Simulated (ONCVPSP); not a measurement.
# Pseudopotential generation for Cu: ONCV, PBEsol

Aim: build the potential from the settings below, then test how well it stands in for the atom: other configurations, scattering, ghost states and the plane-wave cutoff that it needs.

Program: ONCVPSP 4.0.1.1 (patched build). Reference atom: PBEsol, scalar-relativistic, spherical and spin-unpolarised. All values are calculated.

## (1) The atom and the settings

The settings as typed:

```
element                 : copper (Cu, Z = 29)
type                    : optimised norm-conserving Vanderbilt (ONCV)
frozen core             : [Ne]
valence charge          : 19
reference configuration : 3s2 3p6 3d10 4s1
partial waves           : 3s+4s: rc 1.30 bohr, ncon 3, nbas 7, qcut 11 1/bohr, 2 projectors; 3p: rc 1.05 bohr, ncon 5, nbas 10, qcut 12.9 1/bohr, 2 projectors, debl 0.8 Ha; 3d: rc 1.35 bohr, ncon 5, nbas 10, qcut 10.8 1/bohr, 2 projectors, debl 3.7 Ha
local potential         : polynomial inside 0.80 bohr (lpopt 5, dvloc0 0 Ha)
core correction         : not asked for
```

An earlier all-electron run gives the scale for the radii.

All-electron outer shells of the reference configuration (PBEsol, scalar-relativistic, ld1.x):

| shell | level (eV) | outermost node (bohr) | outermost maximum (bohr) |
| --- | --- | --- | --- |
| 2p | -916.42 | – | 0.16 |
| 3s | -114.40 | 0.29 | 0.61 |
| 3p | -72.00 | 0.26 | 0.62 |
| 3d | -5.06 | – | 0.60 |
| 4s | -4.61 | 0.89 | 2.27 |
| 4p | -0.64 | 0.98 | 3.56 |

## (2) Generation

The input, Cu.dat:

```
# ATOM AND REFERENCE CONFIGURATION
# atsym  z   nc   nv     iexc    psfile
  Cu 29.00    3    4  -116133      upf
#
#   n    l    f
    1    0    2.00
    2    0    2.00
    2    1    6.00
    3    0    2.00
    3    1    6.00
    3    2   10.00
    4    0    1.00
#
# PSEUDOPOTENTIAL AND OPTIMIZATION
# lmax
    2
#
#   l,   rc,      ep,       ncon, nbas, qcut
    0    1.30    0.00    3    7   11.00
    1    1.05    0.00    5   10   12.90
    2    1.35    0.00    5   10   10.80
#
# LOCAL POTENTIAL
# lloc, lpopt,  rc(5),   dvloc0
    4    5    0.80    0.00
#
# VANDERBILT-KLEINMAN-BYLANDER PROJECTORs
# l, nproj, debl
    0    2    1.20
    1    2    0.80
    2    2    3.70
#
# MODEL CORE CHARGE
# icmod, fcfact, rcfact
    0    0.00    0.00
#
# LOG DERIVATIVE ANALYSIS
# epsh1, epsh2, depsh
   -6.00    5.00    0.04
#
# OUTPUT GRID
# rlmax, drl
    6.00    0.01
#
# TEST CONFIGURATIONS
# ncnf
    4
# nvcnf
#   n    l    f
    4
    3    0    2.00
    3    1    6.00
    3    2   10.00
    4    0    0.00
#
    4
    3    0    2.00
    3    1    6.00
    3    2    9.00
    4    0    0.00
#
    4
    3    0    2.00
    3    1    6.00
    3    2    8.00
    4    0    0.00
#
    5
    3    0    2.00
    3    1    6.00
    3    2    9.00
    4    0    1.00
    4    1    1.00
#
```

Started as:

```
$ oncvpsp.x < Cu.dat > Cu.out
```

What does the calculation give? Wanted: cutoffs for 1 and 0.1 mHa per electron, occupied waves; bound ghosts; GHOST(+) flags; largest test error; largest phase difference near zero energy, channels read; projector energies reset by the program.

**Answer**, as computed:

```
                                                quantity                                               value
  cutoffs for 1 and 0.1 mHa per electron, occupied waves                                     53 Ha and 92 Ha
                                            bound ghosts                                          none found
                                          GHOST(+) flags                                  none at low energy
                            largest test error (AE − PS)  +12 meV, for 3s2 3p6 3d9 4s1 4p1 (1 test unsolved)
largest phase difference near zero energy, channels read                                           0.000 rad
                 projector energies reset by the program                                 p: -2.646, 0.250 Ha
```

By total energies transferability is good where solved: the largest error is 12 meV on 6.9 eV, for 3s2 3p6 3d9 4s1 4p1. Of the tests 1 gave no usable energy difference, which is a warning in itself. By its cutoff, 53 Ha for the looser tolerance, it is hard. At the looser tolerance the 3d wave is the slowest; 3p needs 45 Ha. No bound ghost shows below the valence levels. Near zero energy the phases of the channels with partial waves agree within 0.001 rad.
